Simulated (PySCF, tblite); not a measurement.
# C6H7NS: dynamics, then NMR shifts on frames, part 2 of 2

tblite 0.8.0 and PySCF 2.14.0. Atoms count from 0. The steps go on from the part before.

## (5) Shielding tensors: 625 fs, PBE0/pcSseg-1

Job settings and geometry (Å):

```
{"job": {"kind": "nmr", "xc": "PBE0", "basis": "pcSseg-1", "pop": false}, "charge": 0, "multiplicity": 1}
C     -2.447200     1.761500    -1.018000
C     -1.834700     0.642900    -0.710900
C     -1.132700     0.654900     0.637000
C      0.167700    -0.070800     0.663000
C      1.408400     0.511900     0.285400
C      2.361700    -0.463000     0.294800
S      1.778800    -1.968500     0.716600
N      0.214800    -1.373800     0.887000
H     -2.477300     2.731500    -0.399700
H     -2.804700     1.892700    -2.056900
H     -1.692400    -0.247400    -1.295100
H     -1.830600     0.258100     1.357500
H     -0.872700     1.633900     1.044000
H      1.622600     1.522900     0.026000
H      3.330900    -0.201700    -0.042400
```

Method: GIAO PBE0/pcSseg-1 NMR shielding, non-relativistic, gas phase.

Log:

```text
coarse grid: 13544 points
cycle   1  E = -685.1036178967  dE =  1.360e+00  |g| = 4.145e-01  |ddm| = 3.822e+00
cycle   2  E = -685.0813285188  dE =  2.229e-02  |g| = 5.130e-01  |ddm| = 9.278e-01
cycle   3  E = -685.1450580012  dE = -6.373e-02  |g| = 1.243e-01  |ddm| = 5.895e-01
cycle   4  E = -685.1484193331  dE = -3.361e-03  |g| = 4.623e-02  |ddm| = 1.447e-01
cycle   5  E = -685.1489155467  dE = -4.962e-04  |g| = 1.470e-02  |ddm| = 6.311e-02
cycle   6  E = -685.1489687547  dE = -5.321e-05  |g| = 6.013e-03  |ddm| = 2.296e-02
cycle   7  E = -685.1489767947  dE = -8.040e-06  |g| = 1.661e-03  |ddm| = 6.314e-03
final grid: 127592 points
cycle   8  E = -685.1977645178  dE = -2.962e-05  |g| = 9.378e-03  |ddm| = 3.529e-02
cycle   9  E = -685.1977424329  dE =  2.208e-05  |g| = 1.341e-02  |ddm| = 2.025e-02
cycle  10  E = -685.1977848307  dE = -4.240e-05  |g| = 1.817e-03  |ddm| = 1.341e-02
cycle  11  E = -685.1977856196  dE = -7.889e-07  |g| = 4.527e-04  |ddm| = 1.936e-03
cycle  12  E = -685.1977856680  dE = -4.838e-08  |g| = 1.577e-04  |ddm| = 6.334e-04
cycle  13  E = -685.1977856740  dE = -5.940e-09  |g| = 5.073e-05  |ddm| = 1.915e-04
cycle  14  E = -685.1977856744  dE = -4.295e-10  |g| = 2.392e-05  |ddm| = 6.078e-05
converged SCF energy = -685.1977856744

GIAO shielding tensors (ppm)
atom      isotropic    diamagn.    paramagn.     s11        s22        s33       span
  0 C       59.628     253.145    -193.517    -47.978     77.704    149.159    197.137
  1 C       42.963     254.495    -211.533    -80.852     60.243    149.497    230.349
  2 C      144.486     247.345    -102.859    118.844    144.290    170.325     51.481
  3 C       10.044     255.298    -245.255    -68.094    -18.248    116.473    184.567
  4 C       53.213     255.358    -202.145    -33.997     56.526    137.109    171.106
  5 C       33.099     263.218    -230.119    -67.299     17.485    149.110    216.409
  6 S      131.319    1056.854    -925.535   -100.466    235.457    258.965    359.432
  7 N      -89.243     325.476    -414.719   -328.007   -121.631    181.910    509.917
  8 H       24.603      27.884      -3.282     21.789     24.037     27.981      6.192
  9 H       26.071      27.212      -1.140     22.738     24.647     30.829      8.091
 10 H       25.410      31.260      -5.849     21.839     24.569     29.822      7.983
 11 H       27.831      30.154      -2.322     24.000     28.056     31.437      7.437
 12 H       28.186      32.645      -4.459     24.106     29.101     31.352      7.246
 13 H       24.418      34.207      -9.789     21.457     24.056     27.742      6.285
 14 H       23.724      31.349      -7.625     22.112     24.061     25.000      2.888
```

It took 34 s on 1 thread of Arm Neoverse N1, shared host; peak memory 0.8 GiB.

Key values: δ C3 176.9, C5 153.8, C1 144.0, C4 133.7, H14 7.99, H13 7.30 ppm.

## (6) Nuclear shieldings: 800 fs, PBE0/pcSseg-1

Job settings and geometry (Å):

```
{"job": {"kind": "nmr", "xc": "PBE0", "basis": "pcSseg-1", "pop": false}, "charge": 0, "multiplicity": 1}
C     -2.312200     1.210500    -0.401700
C     -2.099400     0.297700     0.599300
C     -0.811600     0.372800     1.461100
C      0.391700    -0.313400     0.851000
C      1.321900     0.385200    -0.219600
C      2.302600    -0.471600    -0.550900
S      1.961000    -2.077600     0.258600
N      0.634700    -1.541700     0.915700
H     -1.640500     2.046400    -0.521600
H     -3.149400     1.200100    -1.025200
H     -2.716100    -0.589500     0.751600
H     -1.165500    -0.149400     2.340500
H     -0.604400     1.469000     1.685700
H      1.252600     1.382500    -0.557600
H      3.092700    -0.353300    -1.313300
```

Method: GIAO PBE0/pcSseg-1 NMR shielding, non-relativistic, gas phase.

Log:

```text
coarse grid: 13544 points
cycle   1  E = -685.0879483004  dE =  1.182e+00  |g| = 3.927e-01  |ddm| = 3.757e+00
cycle   2  E = -685.0713207651  dE =  1.663e-02  |g| = 4.919e-01  |ddm| = 8.169e-01
cycle   3  E = -685.1255551710  dE = -5.423e-02  |g| = 1.038e-01  |ddm| = 4.762e-01
cycle   4  E = -685.1276839556  dE = -2.129e-03  |g| = 3.835e-02  |ddm| = 1.039e-01
cycle   5  E = -685.1280249747  dE = -3.410e-04  |g| = 1.304e-02  |ddm| = 5.368e-02
cycle   6  E = -685.1280716330  dE = -4.666e-05  |g| = 4.074e-03  |ddm| = 1.917e-02
cycle   7  E = -685.1280754093  dE = -3.776e-06  |g| = 1.345e-03  |ddm| = 4.179e-03
final grid: 127592 points
cycle   8  E = -685.1785343660  dE = -2.330e-05  |g| = 9.291e-03  |ddm| = 2.992e-02
cycle   9  E = -685.1785119566  dE =  2.241e-05  |g| = 1.302e-02  |ddm| = 2.112e-02
cycle  10  E = -685.1785553841  dE = -4.343e-05  |g| = 1.892e-03  |ddm| = 1.411e-02
cycle  11  E = -685.1785562983  dE = -9.142e-07  |g| = 3.642e-04  |ddm| = 1.816e-03
cycle  12  E = -685.1785563273  dE = -2.898e-08  |g| = 1.297e-04  |ddm| = 3.871e-04
cycle  13  E = -685.1785563311  dE = -3.858e-09  |g| = 2.550e-05  |ddm| = 1.264e-04
cycle  14  E = -685.1785563313  dE = -1.351e-10  |g| = 1.447e-05  |ddm| = 4.762e-05
converged SCF energy = -685.1785563313

GIAO shielding tensors (ppm)
atom      isotropic    diamagn.    paramagn.     s11        s22        s33       span
  0 C       50.833     253.364    -202.530    -73.196     67.629    158.067    231.263
  1 C       27.358     258.534    -231.175   -107.493     40.620    148.948    256.441
  2 C      141.694     245.208    -103.515    121.310    146.199    157.571     36.261
  3 C       17.097     254.801    -237.704    -39.843     16.157     74.977    114.820
  4 C       44.058     254.779    -210.721    -54.994     40.793    146.376    201.370
  5 C       20.918     262.092    -241.174    -89.090     14.875    136.969    226.059
  6 S      127.212    1056.902    -929.689     10.878     56.635    314.123    303.245
  7 N      -38.128     327.278    -365.406   -317.987    -64.596    268.198    586.185
  8 H       25.574      32.423      -6.849     20.763     25.466     30.492      9.729
  9 H       26.229      29.912      -3.683     22.672     26.134     29.881      7.209
 10 H       24.366      30.861      -6.495     21.515     24.064     27.518      6.003
 11 H       27.826      29.256      -1.430     24.607     27.128     31.742      7.134
 12 H       27.135      29.156      -2.022     24.425     25.656     31.323      6.898
 13 H       23.946      34.232     -10.286     21.427     23.009     27.402      5.976
 14 H       22.532      30.313      -7.781     20.963     22.317     24.316      3.353
```

Wall time 35 s (1 thread of Arm Neoverse N1, shared host); peak memory 0.8 GiB.

In short: δ C3 169.8, C5 166.0, C1 159.6, C4 142.9, H14 9.18, H13 7.77 ppm.

## (7) Nuclear shieldings: 1000 fs, PBE0/pcSseg-1

Job settings and geometry (Å):

```
{"job": {"kind": "nmr", "xc": "PBE0", "basis": "pcSseg-1", "pop": false}, "charge": 0, "multiplicity": 1}
C     -2.414000     1.414600     0.317900
C     -1.553100     0.468300     0.566500
C     -0.191600     0.660100     1.352100
C      0.849800    -0.181700     0.737000
C      1.904700     0.209100    -0.093900
C      2.516600    -0.818600    -0.723900
S      1.809700    -2.295300    -0.024600
N      0.720400    -1.524600     0.905600
H     -2.220200     2.453800     0.436800
H     -3.409200     1.098300     0.012600
H     -1.884700    -0.538600     0.481000
H     -0.335300     0.307400     2.387800
H     -0.012500     1.748000     1.350600
H      2.039500     1.284500    -0.296600
H      3.206100    -0.712500    -1.464400
```

With the program's defaults for keys left out, this is: GIAO PBE0/pcSseg-1 NMR shielding, non-relativistic, gas phase.

Log:

```text
coarse grid: 13544 points
cycle   1  E = -685.1058772518  dE =  1.299e+00  |g| = 3.968e-01  |ddm| = 3.815e+00
cycle   2  E = -685.0936300553  dE =  1.225e-02  |g| = 4.614e-01  |ddm| = 8.216e-01
cycle   3  E = -685.1435618847  dE = -4.993e-02  |g| = 1.258e-01  |ddm| = 5.067e-01
cycle   4  E = -685.1468309771  dE = -3.269e-03  |g| = 4.747e-02  |ddm| = 1.397e-01
cycle   5  E = -685.1473291548  dE = -4.982e-04  |g| = 1.811e-02  |ddm| = 6.759e-02
cycle   6  E = -685.1474176514  dE = -8.850e-05  |g| = 5.428e-03  |ddm| = 2.538e-02
cycle   7  E = -685.1474239895  dE = -6.338e-06  |g| = 1.893e-03  |ddm| = 6.067e-03
final grid: 127592 points
cycle   8  E = -685.1972287068  dE = -2.447e-05  |g| = 9.023e-03  |ddm| = 3.432e-02
cycle   9  E = -685.1972112191  dE =  1.749e-05  |g| = 1.242e-02  |ddm| = 1.844e-02
cycle  10  E = -685.1972479165  dE = -3.670e-05  |g| = 1.306e-03  |ddm| = 1.199e-02
cycle  11  E = -685.1972483071  dE = -3.906e-07  |g| = 4.058e-04  |ddm| = 1.446e-03
cycle  12  E = -685.1972483428  dE = -3.572e-08  |g| = 1.702e-04  |ddm| = 5.425e-04
cycle  13  E = -685.1972483501  dE = -7.260e-09  |g| = 4.382e-05  |ddm| = 1.821e-04
cycle  14  E = -685.1972483504  dE = -3.104e-10  |g| = 2.246e-05  |ddm| = 5.536e-05
converged SCF energy = -685.1972483504

GIAO shielding tensors (ppm)
atom      isotropic    diamagn.    paramagn.     s11        s22        s33       span
  0 C       65.261     253.709    -188.448    -48.109     85.058    158.833    206.942
  1 C       34.899     253.737    -218.838    -81.192     50.847    135.042    216.234
  2 C      140.006     245.432    -105.427    123.583    140.690    155.744     32.162
  3 C        4.983     256.087    -251.104    -72.153    -12.346     99.447    171.600
  4 C       58.855     256.709    -197.854    -24.927     51.960    149.532    174.459
  5 C       18.843     263.397    -244.554    -87.696     11.303    132.921    220.617
  6 S       66.859    1055.636    -988.777    -71.657    111.677    160.557    232.215
  7 N      -80.889     325.880    -406.769   -337.263   -124.031    218.627    555.890
  8 H       26.419      31.080      -4.661     22.877     26.005     30.376      7.499
  9 H       26.182      28.790      -2.608     23.007     24.606     30.934      7.926
 10 H       25.798      32.641      -6.843     22.505     24.107     30.781      8.276
 11 H       27.121      28.458      -1.337     23.583     26.655     31.125      7.542
 12 H       27.937      31.409      -3.472     24.617     28.258     30.937      6.320
 13 H       24.163      32.673      -8.510     20.904     24.707     26.878      5.973
 14 H       23.269      33.235      -9.966     20.479     23.284     26.043      5.564
```

It took 34 s on 1 thread of Arm Neoverse N1, shared host; peak memory 0.8 GiB.

Key values: δ C3 181.9, C5 168.1, C1 152.0, C4 128.1, H14 8.45, H13 7.55 ppm.

## (8) Comparing the runs: NMR shifts

Shifts (ppm) of some atoms, chosen among heavy atoms and hydrogens apart, with basis size and wall time:

| frame | C3 | C1 | C4 | H14 | H8 | S6 | N7 | functions | time |
| --- | --- | --- | --- | --- | --- | --- | --- | --- | --- |
| 250 fs | 164.5 | 161.5 | 129.9 | 9.21 | 5.88 | 382 | 329.4 | 178 | 36 s |
| 425 fs | 172.1 | 151.4 | 116.8 | 7.46 | 5.53 | 434 | 358.2 | 178 | 35 s |
| 625 fs | 176.9 | 144.0 | 133.7 | 7.99 | 7.11 | 372 | 357.0 | 178 | 34 s |
| 800 fs | 169.8 | 159.6 | 142.9 | 9.18 | 6.14 | 377 | 305.9 | 178 | 35 s |
| 1000 fs | 181.9 | 152.0 | 128.1 | 8.45 | 5.30 | 437 | 348.6 | 178 | 34 s |

## (9) Results

This closing draws on all 2 parts.

```
                                      quantity                                         value
                                    thermostat                                         400 K
                 mean temperature, second half                                         392 K
       mean potential energy above the minimum                                       0.69 eV
¹³C shifts against TMS (PBE0/pcSseg-1, 250 fs)   168.9, 164.5, 161.5, 129.9, 125.4, 47.1 ppm
 ¹H shifts against TMS (PBE0/pcSseg-1, 250 fs)  9.21, 7.49, 6.76, 6.02, 5.88, 4.44, 4.33 ppm
³³S shifts against CS2 (PBE0/pcSseg-1, 250 fs)                                       382 ppm
¹⁵N shifts against NH3 (PBE0/pcSseg-1, 250 fs)                                     329.4 ppm
                      range of the shift of S6                                372 to 437 ppm
```

In words: In the second half the potential energy averages 0.69 eV above the minimum; equipartition over 39 harmonic modes at 400 K would give 0.67 eV. With 15 atoms the temperature swings widely (184 to 580 K). Shifts at one fixed geometry are not the observed spectrum, which averages over the motion. In the first frame run (250 fs): The widest tensor belongs to N7: span 541 ppm, with a paramagnetic part of -388 ppm. NICS(1)zz of -30 ppm above the planar ring from C3 marks a diatropic (aromatic) ring current. In ppm, S6 moves most: its shift spreads over 64 ppm, from 372 (625 fs) to 437 (1000 fs).
